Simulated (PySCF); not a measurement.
# GeF₂: relaxation and vibrations of the triplet

The task is one start of a wider search on GeF₂: the triplet, from a bent start. It is relaxed, tested by its Hessian and followed downhill if it is a saddle.

Method: B3LYP, basis Ge def2-TZVP, F def2-TZVP, no relativity, density fitting; program: PySCF 2.14.0.

## (1) Starting geometry

3 atoms, charge 0, spin multiplicity 3.

Bond lengths: Ge1–F2 1.850 Å, Ge1–F3 1.850 Å. Angles: F2–Ge1–F3 110.0°.

Z-matrix (Å, degrees; charge 0 multiplicity 3):
```
Ge
F  1 1.8500
F  1 1.8500 2 110.00
```

## (2) The SCF at the typed geometry

One driver script runs all steps and calls PySCF; scf.py shows how it sets up the SCF of each step. The optimiser is the driver's own. After this first run the driver tries any further starts and a stability analysis.

scf.py reads:

```python
from pyscf import gto, scf, dft
mol = gto.M(atom='''
Ge     0.000000     0.000000     0.000000
F      1.515400     0.000000     1.061100
F     -1.515400     0.000000     1.061100''',
    basis={'Ge': 'def2-TZVP', 'F': 'def2-TZVP'},
    charge=0, spin=2)
mf = dft.UKS(mol, xc='B3LYP')
mf.grids.atom_grid = (50, 194)
aux = {'Ge': 'def2-universal-JKFIT', 'F': 'def2-universal-JKFIT'}
mf = mf.density_fit(auxbasis=aux)
mf.conv_tol = 1e-08
mf.diis_space = 10
mf.max_cycle = 60
mf.init_guess = 'minao'
mf.verbose = 4
mf.kernel()
```

Launch:

```console
$ OMP_NUM_THREADS=4 python axn.py task.json out
```

The log of the run:

```text
init E= -2276.130535507
[... the frontier-level lines of each cycle are left out ...]
cycle= 1 E= -2276.57338168108  delta_E= -0.443  |g|= 0.807  |ddm|= 1.33
cycle= 2 E= -2275.46492988922  delta_E= 1.11  |g|= 1.97  |ddm|= 1.48
cycle= 3 E= -2276.75893627957  delta_E= -1.29  |g|= 0.205  |ddm|= 1.09
cycle= 4 E= -2276.76747793968  delta_E= -0.00854  |g|= 0.0844  |ddm|= 0.133
cycle= 5 E= -2276.76921396893  delta_E= -0.00174  |g|= 0.0139  |ddm|= 0.0338
cycle= 6 E= -2276.76931760847  delta_E= -0.000104  |g|= 0.00227  |ddm|= 0.0142
cycle= 7 E= -2276.76932194138  delta_E= -4.33e-06  |g|= 0.000795  |ddm|= 0.00333
cycle= 8 E= -2276.76932238747  delta_E= -4.46e-07  |g|= 0.000184  |ddm|= 0.00112
cycle= 9 E= -2276.76932241883  delta_E= -3.14e-08  |g|= 5.57e-05  |ddm|= 0.000335
cycle= 10 E= -2276.76932242068  delta_E= -1.85e-09  |g|= 1.16e-05  |ddm|= 7.01e-05
Extra cycle  E= -2276.76932242068  delta_E= 7.28e-12  |g|= 1.53e-05  |ddm|= 1.84e-05
converged SCF energy = -2276.76932242068  <S^2> = 2.0048025  2S+1 = 3.0031999
```

This step, with its further starts and checks, ran for 9.9 s (4 threads of Arm Neoverse V2, shared host).

Energies from each starting density:

| start | energy (Eh) |
| --- | --- |
| the minimal-basis guess | -2276.769322 |
| a thermally smeared density | -2276.769322 |
| a smeared PBE density | -2276.769322 |

No lower solution of this spin turned up from the other starts or in the test of internal stability.

## (3) Bent start, triplet: relaxation

The program finds C2v symmetry in the start, which this walk keeps.

scf.py, as its differences from that of step 2:

```diff
@@ -3,3 +3,3 @@
-Ge     0.000000     0.000000     0.000000
-F      1.515400     0.000000     1.061100
-F     -1.515400     0.000000     1.061100''',
+Ge     0.000000     0.000000    -0.360250
+F      1.515400     0.000000     0.700850
+F     -1.515400     0.000000     0.700850''',
@@ -15 +14,0 @@
-mf.init_guess = 'minao'
```

The optimiser's trace:

| step | energy (Eh) | change (kJ/mol) | largest symmetric gradient (Eh/bohr) |
| --- | --- | --- | --- |
| 0 | -2276.769322 | 0.00 | 0.04139 |
| 1 | -2276.776115 | -17.83 | 0.00171 |
| 2 | -2276.776124 | -17.86 | 0.00057 |
| 3 | -2276.776125 | -17.86 | 0.00001 |

The walk took 5.1 s.

Positions (Å) and forces (eV/Å) along the way:

```
step 0
Ge   0.000   0.000  -0.360   0.000   0.000   2.128
F    1.515   0.000   0.701  -1.325   0.000  -1.064
F   -1.515   0.000   0.701   1.325   0.000  -1.064
step 1
Ge   0.000   0.000  -0.287   0.000   0.000   0.088
F    1.479   0.000   0.664  -0.067   0.000  -0.044
F   -1.479   0.000   0.664   0.067   0.000  -0.044
step 2
Ge   0.000   0.000  -0.286   0.000   0.000  -0.029
F    1.475   0.000   0.664   0.024   0.000   0.015
F   -1.475   0.000   0.664  -0.024   0.000   0.015
step 3
Ge   0.000   0.000  -0.286   0.000   0.000   0.001
F    1.476   0.000   0.664   0.000   0.000   0.000
F   -1.476   0.000   0.664   0.000   0.000   0.000
```

After 3 steps and 17.9 kJ/mol it ends at C2v: Ge–F 1.756 Å (×2); F–Ge–F 114.5°.

## (4) Hessian and properties

The point is checked on the finer grid, and tightened if its gradient asks for it. The Hessian and the dipole derivatives come from central differences of analytic gradients, with steps of 0.02 bohr.

scf.py, as its differences from that of step 3:

```diff
@@ -3,3 +3,3 @@
-Ge     0.000000     0.000000    -0.360250
-F      1.515400     0.000000     0.700850
-F     -1.515400     0.000000     0.700850''',
+Ge     0.000000     0.000000    -0.323532
+F      1.475498     0.000000     0.628050
+F     -1.475498     0.000000     0.628050''',
@@ -9 +9 @@
-mf.grids.atom_grid = (50, 194)
+mf.grids.atom_grid = (75, 302)
@@ -12 +12 @@
-mf.conv_tol = 1e-08
+mf.conv_tol = 1e-10
```

This SCF starts from the last density.

SCF at the final geometry:

```text
init E= -2276.77633339629
[... the frontier-level lines of each cycle are left out ...]
cycle= 1 E= -2276.77633339628  delta_E= 9.09e-12  |g|= 6.4e-06  |ddm|= 4.8e-06
Extra cycle  E= -2276.77633339625  delta_E= 3.46e-11  |g|= 1.2e-05  |ddm|= 8.48e-06
converged SCF energy = -2276.77633339625  <S^2> = 2.0031672  2S+1 = 3.0021107
```

The whole step took 23 s.

Geometry: C2v; Ge–F 1.756 Å (×2); F–Ge–F 114.4°.

Modes, for the most abundant isotopes:

```json
{"symmetry": "a1", "ω (cm⁻¹)": "176", "IR (km/mol)": "9.4", "μ (u)": "22.26", "type": "bend"}
{"symmetry": "a1", "ω (cm⁻¹)": "630", "IR (km/mol)": "30.5", "μ (u)": "21.24", "type": "stretch"}
{"symmetry": "b2", "ω (cm⁻¹)": "667", "IR (km/mol)": "80.7", "μ (u)": "23.69", "type": "stretch"}
```

No imaginary mode, so this is a minimum.

Constants and moments:

```
Dipole moment                                                   : 1.91 D
Highest occupied level                                          : -5.13 eV
Lowest empty level                                              : -6.49 eV
Rotational constants                                            : 0.7418, 0.2038, 0.1599 cm⁻¹
Zero-point energy                                               : 8.8 kJ/mol
Principal polarisabilities                                      : 27.1, 27.8, 33.3 bohr³
Atomisation energy without zero-point energy                    : 711 kJ/mol
Principal traceless quadrupole moments about the centre of mass : -4.00, 0.46, 3.54 D Å
Entropy at 298.15 K and 1 bar (electronic part: spin only)      : 283.3 J/(mol K)
Heat capacity Cp at 298.15 K                                    : 48.9 J/(mol K)
Enthalpy at 298.15 K above 0 K                                  : 12.20 kJ/mol
Rotational symmetry number                                      : 2
Spin squared ⟨S²⟩                                               : 2.003
```

Charges (e) and bond orders:

```json
{"atom": "Ge1", "Mulliken": "0.62", "Löwdin": "0.27", "polar tensor": "0.91", "spin (Mulliken)": "1.65", "Mayer order to Ge1": "–"}
{"atom": "F2,3", "Mulliken": "-0.31", "Löwdin": "-0.13", "polar tensor": "-0.46", "spin (Mulliken)": "0.17", "Mayer order to Ge1": "0.98"}
```

Outer orbital energies (eV). α occupied: -16.08, -13.80, -12.57, -12.53, -12.10, -11.89, -9.92, -5.13; empty: -0.79, -0.22, 5.07, 5.13. β occupied: -31.86, -31.50, -15.01, -12.80, -12.18, -12.06, -11.70, -11.65; empty: -6.49, -1.79, 0.03, 0.58.

Mulliken populations on Ge1: s 7.35, p 13.73, d 10.23, f 0.07.

## (5) Summary of results

| quantity | value |
| --- | --- |
| minimum | triplet, C2v |
| geometry | Ge–F 1.756 Å (×2); F–Ge–F 114.4° |
| wavenumbers (cm⁻¹) | 176 (a1), 630 (a1), 667 (b2) |
| dipole moment | 1.91 D |
| highest occupied, lowest empty level (either spin) | -5.13, -6.49 eV |
| polar-tensor charge of Ge1 | +0.91 e |
| zero-point energy | 8.8 kJ/mol |
| entropy at 298.15 K | 283.3 J/(mol K) |
| atomisation energy (no zero-point energy) | 711 kJ/mol |
| ⟨S²⟩ | 2.003 |

What this shows: The molecule stays C2v, as typed, and the end point is a minimum. An empty level of one spin lies below a filled level of the other, which hints that a lower spin is more stable. The strongest infrared band lies at 667 cm⁻¹ (b2, stretch). Most of the spin sits on Ge1 (Mulliken spin 1.65, against 2 for the whole molecule). Other starts or spin states, not run here, may lie lower.

The search up to here took 38 s.
